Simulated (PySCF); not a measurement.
# GaH3Br− ([GaBrH3]-) at 4 levels

Aim: a comparison of 4 runs (HF/3-21G, HF/def2-SVP, PBE0/def2-SVP, CCSD/cc-pVDZ) of GaH3Br− ([GaBrH3]-). Input form: a Python script.

Program for the calculation: PySCF 2.14.0.

1 further run of the same task is left out (it didn't finish).

## (1) The system as given

The species is GaH3Br− (5 atoms), meant as a singlet with charge -1. SMILES: `[H][Ga-]([H])([H])[Br]`. Geometry: a GFN2-xTB relaxation, a rough one for these elements and not checked as a minimum.

Bond lengths: Ga1–Br2 2.291 Å, Ga1–H3 1.593 Å, Ga1–H4 1.594 Å, Ga1–H5 1.594 Å. Angles: Br2–Ga1–H3 109.0°, Br2–Ga1–H4 108.9°, Br2–Ga1–H5 109.0°, H3–Ga1–H4 109.9°, H3–Ga1–H5 110.0°, H4–Ga1–H5 110.0°.

## (2) Energy and forces at HF/3-21G (run 1)

Input file start.xyz:

```xyz
5

Ga    -0.001000     0.000930    -0.147110
Br     0.012510    -0.019540     2.143440
H      1.502490     0.011100    -0.674230
H     -0.760780     1.309050    -0.648280
H     -0.753220    -1.301540    -0.673820
```

Input file input.py:

```python
# [GaBrH3]-
from pyscf import gto

system = gto.Mole()
system.atom = 'start.xyz'
system.basis = '3-21g'
system.verbose = 4
system.max_memory = 1860
system.charge = -1
system.build()

myscf = system.RHF()
myscf.conv_tol = 1e-10
myscf.kernel()
if not myscf.converged:
    myscf = myscf.newton().run(myscf.mo_coeff, myscf.mo_occ)

etot = myscf.e_tot
print('E(%s) = %.9f' % ('HF', etot))
grad = myscf.nuc_grad_method().kernel()
myscf.analyze()
```

The run is started by

```console
$ OMP_NUM_THREADS=1 python input.py
```

What it wrote:

```text
PySCF version 2.14.0

[... 55 lines left out ...]
converged SCF energy = -4475.67795216907
[... 21 lines left out ...]
MO #1   energy= -486.538837937276  occ= 2
[... 6 lines left out ...]
MO #8   energy= -41.9891790274076  occ= 2
[... 6 lines left out ...]
MO #15  energy= -6.12389818500796  occ= 2
[... 6 lines left out ...]
MO #22  energy= -2.84360564825212  occ= 2
[... 6 lines left out ...]
MO #29  energy= -0.774828308488487 occ= 2
[... 6 lines left out ...]
MO #36  energy= 0.29982698897347   occ= 0
[... 6 lines left out ...]
MO #43  energy= 0.571082201587715  occ= 0
[... 6 lines left out ...]
MO #50  energy= 1.60178442968739   occ= 0
[... 59 lines left out ...]
WARN: System has nonzero charge -1; the dipole moment is origin-dependent.
Location of origin: [0. 0. 0.]

Dipole moment(X, Y, Z, Debye): -0.01599,  0.02156, -2.65313
```

Wall time 5.7 s (1 thread of Intel Xeon at 2.50GHz (Skylake/Cascade Lake), shared host); peak memory 0.12 GiB.

## (3) Energy and forces at HF/def2-SVP (run 2)

Input file input.py:

```python
import pyscf.grad
from pyscf import gto, scf

molecule = gto.Mole()
molecule.atom = '''
Ga    -0.001000     0.000930    -0.147110
Br     0.012510    -0.019540     2.143440
H      1.502490     0.011100    -0.674230
H     -0.760780     1.309050    -0.648280
H     -0.753220    -1.301540    -0.673820
'''
molecule.max_memory = 1860
molecule.charge = -1
molecule.verbose = 4
molecule.basis = 'def2-svp'
molecule.build()

mf = scf.RHF(molecule)
mf.conv_tol = 1e-10
mf.kernel()
if not mf.converged:
    mf = mf.newton().run(mf.mo_coeff, mf.mo_occ)

energy = mf.e_tot
print(f'total energy: {energy:.8f} hartree')
grad = mf.Gradients().kernel()
mf.analyze()
```

The run is started by

```console
$ OMP_NUM_THREADS=1 python input.py
```

What it wrote:

```text
PySCF version 2.14.0

[... 82 lines left out ...]
MO #2   energy= -378.560955523928  occ= 2
[... 10 lines left out ...]
MO #13  energy= -7.21833872436389  occ= 2
[... 10 lines left out ...]
MO #24  energy= -0.98378882708859  occ= 2
[... 10 lines left out ...]
MO #35  energy= -0.18684100411689  occ= 2
[... 10 lines left out ...]
MO #46  energy= 0.780746268136426  occ= 0
[... 10 lines left out ...]
MO #57  energy= 1.23819052510948   occ= 0
[... 10 lines left out ...]
MO #68  energy= 2.27604310408152   occ= 0
[... 10 lines left out ...]
MO #79  energy= 4.37107418829865   occ= 0
[... 88 lines left out ...]
WARN: System has nonzero charge -1; the dipole moment is origin-dependent.
Location of origin: [0. 0. 0.]

Dipole moment(X, Y, Z, Debye): -0.01323,  0.01835, -2.23251
```

Wall time 17 s (1 thread of Intel Xeon at 2.50GHz (Skylake/Cascade Lake), shared host); peak memory 0.15 GiB.

Run 3 isn't shown in full; the table further down has it.

## (4) The energy at CCSD/cc-pVDZ (run 4)

Input file job.py:

```python
from pyscf import gto, cc

mol = gto.M(
    atom='''
Ga  -0.001000   0.000930  -0.147110
Br   0.012510  -0.019540   2.143440
H    1.502490   0.011100  -0.674230
H   -0.760780   1.309050  -0.648280
H   -0.753220  -1.301540  -0.673820
''',
    charge=-1,
    basis='cc-pvdz',
    verbose=3,
    max_memory=1860,
    spin=0,
)

myscf = mol.RHF()
myscf.conv_tol = 1e-10
myscf.kernel()
if not myscf.converged:
    myscf = myscf.newton().run(myscf.mo_coeff, myscf.mo_occ)

mycc = cc.CCSD(myscf, frozen=18)
mycc.kernel()
energy = mycc.e_tot
print(f'total energy: {energy:.8f} hartree')
dip = myscf.dip_moment()
pop, q = myscf.mulliken_pop()
```

The run is started by

```console
$ OMP_NUM_THREADS=1 python job.py
```

What it wrote:

```text
converged SCF energy = -4497.4193612879
E(CCSD) = -4497.691035711283  E_corr = -0.2716744233854368
total energy: -4497.69103571 hartree

WARN: System has nonzero charge -1; the dipole moment is origin-dependent.
Location of origin: [0. 0. 0.]

Dipole moment(X, Y, Z, Debye): -0.01398,  0.01964, -2.36377
 ** Mulliken pop  **
pop of  0 Ga 1s           2.00000
pop of  0 Ga 2s           2.00022
pop of  0 Ga 3s           2.00494
pop of  0 Ga 4s           0.63450
pop of  0 Ga 5s           0.22386
pop of  0 Ga 2px          2.00000
pop of  0 Ga 2py          2.00000
pop of  0 Ga 2pz          2.00000
pop of  0 Ga 3px          1.99875
pop of  0 Ga 3py          1.99875
pop of  0 Ga 3pz          2.00013
pop of  0 Ga 4px          0.39161
pop of  0 Ga 4py          0.39163
pop of  0 Ga 4pz          0.26112
pop of  0 Ga 5px          0.21236
pop of  0 Ga 5py          0.21235
pop of  0 Ga 5pz          0.06767
pop of  0 Ga 3dxy         1.98820
pop of  0 Ga 3dyz         1.98918
pop of  0 Ga 3dz^2        1.99004
pop of  0 Ga 3dxz         1.98918
pop of  0 Ga 3dx2-y2      1.98820
pop of  0 Ga 4dxy         0.04076
pop of  0 Ga 4dyz         0.03781
pop of  0 Ga 4dz^2        0.05689
pop of  0 Ga 4dxz         0.03824
pop of  0 Ga 4dx2-y2      0.04033
pop of  1 Br 1s           2.00001
pop of  1 Br 2s           2.00053
pop of  1 Br 3s           2.01136
pop of  1 Br 4s           0.96662
pop of  1 Br 5s           0.95382
pop of  1 Br 2px          2.00000
pop of  1 Br 2py          2.00000
pop of  1 Br 2pz          2.00000
pop of  1 Br 3px          1.99991
pop of  1 Br 3py          1.99991
pop of  1 Br 3pz          2.00020
pop of  1 Br 4px          0.91482
pop of  1 Br 4py          0.91482
pop of  1 Br 4pz          0.82803
pop of  1 Br 5px          1.03940
pop of  1 Br 5py          1.03939
pop of  1 Br 5pz          0.86160
pop of  1 Br 3dxy         1.99326
pop of  1 Br 3dyz         1.99321
pop of  1 Br 3dz^2        1.99347
pop of  1 Br 3dxz         1.99321
pop of  1 Br 3dx2-y2      1.99326
pop of  1 Br 4dxy         0.00676
pop of  1 Br 4dyz         0.00927
pop of  1 Br 4dz^2        0.01532
pop of  1 Br 4dxz         0.00928
pop of  1 Br 4dx2-y2      0.00676
pop of  2 H 1s            0.70380
pop of  2 H 2s            0.58844
pop of  2 H 2px           0.00550
pop of  2 H 2py           0.00077
pop of  2 H 2pz           0.00119
pop of  3 H 1s            0.70368
pop of  3 H 2s            0.58856
pop of  3 H 2px           0.00198
pop of  3 H 2py           0.00435
pop of  3 H 2pz           0.00113
pop of  4 H 1s            0.70364
pop of  4 H 2s            0.58856
pop of  4 H 2px           0.00195
pop of  4 H 2py           0.00432
pop of  4 H 2pz           0.00118
 ** Mulliken atomic charges  **
charge of    0Ga =      0.44326
charge of    1Br =     -0.54420
charge of    2H =     -0.29970
charge of    3H =     -0.29970
charge of    4H =     -0.29966
```

Wall time 13 s (1 thread of Intel Xeon at 2.50GHz (Skylake/Cascade Lake), shared host); peak memory 0.22 GiB.

## (5) All runs side by side

| run | level | integration grid | task | energy (Eh) | HOMO energy (eV) | LUMO energy (eV) | HOMO–LUMO gap (eV) | wall time |
| --- | --- | --- | --- | --- | --- | --- | --- | --- |
| 1 | HF/3-21G | – | gradient | -4475.677952 | -4.90 | 8.16 | 13.06 | 5.7 s |
| 2 | HF/def2-SVP | – | gradient | -4496.920633 | -5.08 | 8.59 | 13.67 | 17 s |
| 3 | PBE0/def2-SVP | 5 | gradient | -4499.786127 | -2.08 | 5.90 | 7.98 | 43 s |
| 4 | CCSD/cc-pVDZ | – | energy | -4497.691036 | -5.08 | 8.31 | 13.40 | 13 s |

## (6) Summary of results

```
                                                    quantity           value
                                         run 4: total energy  -4497.69104 Eh
                  run 4: HOMO energy (Hartree–Fock orbitals)        -5.08 eV
                  run 4: LUMO energy (Hartree–Fock orbitals)         8.31 eV
run 4: HOMO–LUMO gap (to an unbound level, set by the basis)        13.40 eV
         run 4: correlation energy (18 core orbitals frozen)      -271.7 mEh
                                        run 4: T1 diagnostic           0.006
```

**Reading.** Over runs 1, 2, 3 the HOMO–LUMO gap runs from 7.98 eV (PBE0/def2-SVP) to 13.67 eV (HF/def2-SVP). Exact exchange widens orbital gaps. The empty levels of an anion lie above zero and hang on the basis. All runs together took 79 s, the longest 43 s.
